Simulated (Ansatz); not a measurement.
# ZrNb2N4: the cost of one run

Method: DFT PBE, scalar-relativistic, plane waves, PAW, unless a step names another level, in Ansatz 0.2.0.

13 further runs of the same task are left out: 13 set aside as unsound or not needed. Runs told in other sessions of the task aren't counted.

## 1. The formula and the candidates

Pauling electronegativities: Zr 1.33, Nb 1.60, N 3.04 (spread 1.71). The formula balances with common oxidation states: Nb +5, Zr +2, N -3. Tabulated atomic sizes suggest about 12 Å³/atom. 20 candidates were drawn, by swapping species into database cells of other compounds, at random by space group and Wyckoff sites, or by hand, as the table says:

```csv
name,made from,space group no.,Wyckoff sites,atoms (primitive cell),V (Å³/atom)
c01,database cell of Nd2CuO4,139,"Zr 2a; Nb 4e; N 4d, 4c",7,11.6
c02,database cell of Rb2CrCl4,12,"Zr 2a; Nb 4i; N 4e, 4i",7,12.3
c03,database cell of Sr2MnO4,139,"Zr 2a; Nb 4e; N 4c, 4e",7,10.5
c04,database cell of La2CuO4,69,"Zr 4a; Nb 8i; N 8e, 8i",7,11.1
c05,database cell of KMn2O4,2,"Zr 1f; Nb 1a, 1e; N 2i, 2i",7,12.4
c06,database cell of CeRe4Si2,65,"Zr 2a; Nb 4j; N 4j, 4i",7,11.9
c07,database cell of LiTa2S4,164,"Zr 1b; Nb 2c; N 2d, 2d",7,11.7
c08,database cell of ScV2Ga4,139,Zr 2a; Nb 4d; N 8h,7,11.5
c09,database cell of Nb2CuS4,156,"Zr 1b; Nb 1b, 1a; N 1b, 1a, 1a, 1b",7,11.8
c10,database cell of VCr2Te4,12,"Zr 2a; Nb 4i; N 4i, 4i",7,12.6
c11,database cell of Zn2GeS4,121,Zr 2b; Nb 4d; N 8i,7,13.8
c12,database cell of CaLu2Te4,10,"Zr 1g; Nb 1a, 1e; N 2n, 2m",7,14.5
c13,database cell of LiMn2O4,10,"Zr 1a; Nb 1g, 1f; N 2m, 2n",7,13.4
c14,database cell of Sr2CoO4,71,"Zr 2a; Nb 4i; N 4i, 2d, 2b",7,11.2
c15,database cell of Li2FeBr4,65,"Zr 2a; Nb 4f; N 4h, 4i",7,12.5
c16,database cell of Al2ZnSe4,6,"Zr 1a; Nb 1b, 1b; N 1a, 1b, 1b, 1a",7,14.3
c17,database cell of Nb2AgS4,156,"Zr 1a; Nb 1a, 1c; N 1a, 1c, 1c, 1a",7,11.9
c18,database cell of NaNb2S4,156,"Zr 1b; Nb 1a, 1b; N 1c, 1c, 1c, 1c",7,12.6
c19,database cell of NaNb2Se4,156,"Zr 1a; Nb 1b, 1a; N 1c, 1c, 1c, 1c",7,12.7
c20,database cell of MnCu2Cl4,38,"Zr 2a; Nb 4e; N 4d, 2b, 2b",7,12.9
```

## 2. Screening run of c05

The input, input.yaml:

```yaml
crystal:
  lattice:
    - [2.90192324, 0.0, 0.0]
    - [-0.30661415, 4.90927803, 0.0]
    - [-0.13046277, -1.64746837, 6.1011763]
  atoms:
    - { symbol: Zr, position: [0.5, 0.0, 0.5] }
    - { symbol: Nb, position: [0.0, 0.0, 0.0] }
    - { symbol: Nb, position: [0.5, 0.5, 0.0] }
    - { symbol: "N", position: [0.47452927, 0.7901516, 0.84638101] }
    - { symbol: "N", position: [0.03689606, 0.25820652, 0.83543879] }
    - { symbol: "N", position: [0.96310394, 0.74179348, 0.16456121] }
    - { symbol: "N", position: [0.52547073, 0.2098484, 0.15361899] }
basis:
  ecutwfc: 420
kpoints:
  mp_grid: { grid: [4, 3, 2] }
hamiltonian:
  xc: pbe
scf:
  occupations: { method: gaussian, width: 0.15 }
  lower_state_search: "off"
output:
  forces: true
  stress: true
  eigenvalues: true
relax:
  adjacent_minimum: "off"
  f_tol: 0.08
  max_steps: 16
  cell: { stress_tol: 0.8 }
```

Started as:

```
> ansatz run input.yaml --threads 1 --pin off --max-ram 2560MiB --backend cpu --events-out ev --progress --plain --runs-dir out
```

What time and memory should one allow on 1 thread of AMD EPYC 9R45 (Zen 5), shared host?

About 12 s, with a peak of 0.46 GiB.
